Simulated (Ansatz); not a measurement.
# ClFGeH₄OSi: a ladder of functionals and wavefunction methods

One table from this session's results is given with a row withheld; the runs are named, their logs left out.

Computed with Ansatz 0.2.0, Gaussian basis. Level: functionals in def2-TZVPP, the program's frozen cores in correlated methods.

Levels to be run: PBE-D4, r2SCAN-D4, PBE0-D4, B3LYP-D4, ωB97X-V, ωB97M-V, B2PLYP; CCSD(T)/def2-TZVPP; MP2/def2-QZVPP; extrapolation to the limit.

**Structure used throughout**

An earlier PBE0-D4 in a triple-zeta def2 set relaxation fixed the geometry.

SMILES `F[SiH](Cl)[O][GeH3]`, 9 atoms, charge 0, spin multiplicity 1.

Atoms are counted from 1 here; the program's logs count them from 0.

Bond lengths: F1–Si2 1.587 Å, Si2–Cl3 2.045 Å, Si2–O4 1.600 Å, Si2–H6 1.468 Å, O4–Ge5 1.791 Å, Ge5–H7 1.531 Å, Ge5–H8 1.534 Å, Ge5–H9 1.533 Å. Angles: F1–Si2–Cl3 106.3°, F1–Si2–O4 110.7°, F1–Si2–H6 108.3°, Cl3–Si2–O4 110.7°, Cl3–Si2–H6 109.9°, O4–Si2–H6 110.8°, Si2–O4–Ge5 136.9°, O4–Ge5–H7 104.5°, O4–Ge5–H8 108.1°, O4–Ge5–H9 107.2°, H7–Ge5–H8 112.3°, H7–Ge5–H9 112.3°, H8–Ge5–H9 112.0°.

Set-up of the first run:

Input file in.yaml:

```yaml
crystal:
  periodic: [false, false, false]
  atoms:
    - {symbol: F, position_ang: [1.887755, -1.258078, -0.995689]}
    - {symbol: Si, position_ang: [1.496453, -0.266200, 0.180118]}
    - {symbol: Cl, position_ang: [1.845829, 1.623290, -0.520761]}
    - {symbol: O, position_ang: [-0.042537, -0.444437, 0.581165]}
    - {symbol: Ge, position_ang: [-1.625921, 0.135699, -0.022428]}
    - {symbol: H, position_ang: [2.369850, -0.542416, 1.326818]}
    - {symbol: H, position_ang: [-2.650279, -0.787940, 0.641218]}
    - {symbol: H, position_ang: [-1.629467, 0.005186, -1.550694]}
    - {symbol: H, position_ang: [-1.777684, 1.592498, 0.429252]}
basis:
  gaussian: {orbitals: def2-TZVPP}
hamiltonian: {xc: pbe, dispersion: d4}
output: {forces: true, orbitals: {seedname: orbitals}}
```

The run is started by

```
ansatz run in.yaml --threads 4 --pin off --events-out ev --progress --plain --max-ram 10444MiB
```

Steps of the session up to this table: PBE-D4 (GGA); r2SCAN-D4 (meta-GGA); PBE0-D4 (hybrid); B3LYP-D4 (hybrid); ωB97X-V (range-separated); ωB97M-V (range-separated); B2PLYP (double hybrid); CCSD(T) in def2-TZVPP; MP2 in def2-QZVPP.

One of the session's tables, all rows but one given; the rest of the session is left out.

| method | atomisation energy (kcal/mol) |
| --- | --- |
| PBE-D4 | 734.8 |
| r2SCAN-D4 | 738.9 |
| PBE0-D4 | 724.3 |
| B3LYP-D4 | 728.8 |
| ωB97X-V | 742.0 |
| ωB97M-V | 736.8 |
| B2PLYP | 726.4 |
| HF/def2-TZVPP | 544.2 |
| MP2/def2-TZVPP | 739.0 |
| CCSD/def2-TZVPP | 712.0 |
| CCSD(T)/def2-TZVPP | 722.6 |
| MP2/CBS | 759.4 |
| CCSD(T)/CBS | ? |

Q: Estimate the row for CCSD(T)/CBS from the others.

As computed: atomisation energy (kcal/mol): 742.9. In the column «atomisation energy (kcal/mol)» it lies between ωB97X-V (742.0) and MP2/CBS (759.4).
